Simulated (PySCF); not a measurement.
# [YH4]−: other functionals and bases at one geometry

An exercise on one series of results from a longer session: the logs are not shown, and one member is left open.

The runs use PySCF 2.14.0; several levels, as the steps say, no spin–orbit coupling.

1 further run of the same task is left out (for a known fault of the program).

### The system as given

5 atoms, charge -1, spin multiplicity 1.

Bond lengths: Y1–H2 2.063 Å, Y1–H3 2.063 Å, Y1–H4 2.063 Å, Y1–H5 2.063 Å. Angles: H2–Y1–H3 109.5°, H2–Y1–H4 109.5°, H2–Y1–H5 109.5°, H3–Y1–H4 109.5°, H3–Y1–H5 109.5°, H4–Y1–H5 109.5°.

Coordinates:

```xyz
5

Y     0.0000    0.0000    0.0000
H     1.1913    1.1913    1.1913
H    -1.1913   -1.1913    1.1913
H     1.1913   -1.1913   -1.1913
H    -1.1913    1.1913   -1.1913
```

Formal oxidation states: Y +3. An earlier session relaxed this geometry at PBE0, Y def2-SVP with ECP28, H def2-SVP (singlet, point group Td).

At PBE0 on the finer grid: E = -40.664683 Eh, HOMO -2.23 eV, LUMO 3.60 eV, Mulliken charge on Y1 +0.43 e, largest force component 0.001 eV/Å. 

Levels to run: BP86; r2SCAN; PBE0, TZVP. Hardware: 2 threads of Arm Neoverse V2, shared host.

Set-up of the first run:

Contents of run.py (the lines that set the calculation):

```python
mol = gto.M(atom='''
Y      0.00000     0.00000     0.00000
H      1.19135     1.19135     1.19135
H     -1.19135    -1.19135     1.19135
H      1.19135    -1.19135    -1.19135
H     -1.19135     1.19135    -1.19135''',
    basis={'Y': 'def2-SVP', 'H': 'def2-SVP'},
    ecp={'Y': 'def2-SVP'},
    charge=-1, spin=0)
mf = dft.RKS(mol, xc='B88,P86')
mf.grids.atom_grid = (75, 302)
mf = mf.density_fit()  # fitting sets: Y def2-universal-JKFIT, H def2-universal-JKFIT
mf.conv_tol = 1e-08; mf.max_cycle = 55
mf.kernel(dm0)  # dm0: the density of the relaxed state
```

Run with:

```bash
$ OMP_NUM_THREADS=2 python run.py
```

Among the steps run: BP86; r2SCAN; PBE0, TZVP.

One of the session's tables, all rows but one given; the rest of the session is left out.

```
              level  HOMO (eV)  gap (eV)  charge on Y1 (e)  largest force component (eV/Å)
PBE0 (relaxed here)      -2.23      5.83              0.43                            0.00
               BP86      -1.14      4.08              0.27                            0.02
             r2SCAN          ?         ?                 ?                               ?
         PBE0, TZVP      -2.26      5.78              0.43                            0.00
```

Q: Estimate the row for r2SCAN from the others.

**Answer.** HOMO (eV): -1.29; gap (eV): 4.65; charge on Y1 (e): 0.44; largest force component (eV/Å): 0.01. In the column «HOMO (eV)» it lies between PBE0 (relaxed here) (-2.23) and BP86 (-1.14).

In one basis the HOMO–LUMO gap runs from 4.08 eV (BP86) to 5.83 eV (PBE0). The largest leftover force, 0.02 eV/Å with BP86, stands at a geometry relaxed at another level. Total energies of different levels can't be compared.
